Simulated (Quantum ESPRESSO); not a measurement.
A calculation with Quantum ESPRESSO 7.5 of Ta4O (native input, structure typed inline):

pw.in

```
&CONTROL
  calculation = 'scf'
  prefix = 'pwscf'
  outdir = './tmp'
  pseudo_dir = './pseudo'
  tprnfor = .true.
  tstress = .true.
  disk_io = 'nowf'
/
&SYSTEM
  ibrav = 0
  nat = 5
  ntyp = 2
  ecutwfc = 55
  ecutrho = 440
  nbnd = 39
  occupations = 'smearing'
  smearing = 'fd'
  degauss = 0.00367493
/
&ELECTRONS
  conv_thr = 1d-09
  electron_maxstep = 120
  mixing_beta = 0.5
/
ATOMIC_SPECIES
Ta   180.9479 Ta_pbe_v1.uspp.F.UPF
O     15.9990 O.pbe-n-kjpaw_psl.0.1.UPF
CELL_PARAMETERS angstrom
   3.2574970000    0.0000000000    0.0000000000
   0.0000000000    3.2574970000    0.0000000000
   0.0000000000    0.0000000000    7.4093410000
ATOMIC_POSITIONS crystal
Ta     0.9528165400    0.0037301500    0.5160367000
Ta     0.4815869100    0.5093249900    0.7807094700
Ta     0.5078210100    0.4896289300    0.2172193200
Ta     0.0177211600    0.0182121900    0.0016232200
O      0.5400543800    0.4791037400    0.4844112800
K_POINTS automatic
8 8 4 0 0 0
```

Potentials or basis: SSSP 1.3 efficiency PBE.

Launch:

```bash
$ OMP_NUM_THREADS=1 pw.x -in pw.in > pw.out
```

The cell comes from a database or a generator and needn't be the stable form of this composition.

Write the same calculation in another form: ASE script, structure typed inline.

As run:

File run.py:

```python
import numpy as np
from ase.calculators.espresso import Espresso, EspressoProfile
from ase import Atoms

atoms = Atoms(['Ta', 'Ta', 'Ta', 'Ta', 'O'],
              cell=[[3.257497, 0.0, 0.0], [0.0, 3.257497, 0.0], [0.0, 0.0, 7.409341]],
              scaled_positions=[[0.95281654, 0.00373015, 0.5160367], [0.48158691, 0.50932499, 0.78070947], [0.50782101, 0.48962893, 0.21721932], [0.01772116, 0.01821219, 0.00162322], [0.54005438, 0.47910374, 0.48441128]],
              pbc=True)

input_data = {
    'control': {'calculation': 'scf', 'prefix': 'pwscf', 'outdir': './tmp', 'tprnfor': True, 'tstress': True, 'disk_io': 'nowf'},
    'system': {'ecutwfc': 55.0, 'ecutrho': 440.0, 'nbnd': 39, 'occupations': 'smearing', 'smearing': 'fd', 'degauss': 0.00367493},
    'electrons': {'conv_thr': 1e-09, 'electron_maxstep': 120, 'mixing_beta': 0.5},
}
pseudopotentials = {'Ta': 'Ta_pbe_v1.uspp.F.UPF', 'O': 'O.pbe-n-kjpaw_psl.0.1.UPF'}
profile = EspressoProfile(command='pw.x', pseudo_dir='pseudo')
dft = Espresso(profile=profile, input_data=input_data, pseudopotentials=pseudopotentials, kpts=(8, 8, 4), koffset=(0, 0, 0))
atoms.calc = dft

print(f'energy {atoms.get_potential_energy():.8f} eV')
print('forces (eV/A)')
print(np.round(atoms.get_forces(), 6))
print('stress (eV/A^3, Voigt)')
print(np.round(atoms.get_stress(), 8))
print(f'Fermi level {dft.get_fermi_level():.4f} eV')
```

Potentials or basis: SSSP 1.3 efficiency PBE.

Run with:

```console
$ OMP_NUM_THREADS=1 python run.py
```

Both were run:

|  | native input, structure typed inline | ASE script, structure typed inline |
| --- | --- | --- |
| Pressure | 3.5 GPa | 3.5 GPa |
| Largest force | 2.288 eV/Å | 2.288 eV/Å |
| Band gap on the k mesh | none (metal or under the smearing width) | none (metal or under the smearing width) |

Keys that steer only the numerical path or the files written may differ.

Caveat: forces of over 1 eV/Å show positions far from the minimum, so gaps and moduli don't describe the material at rest.
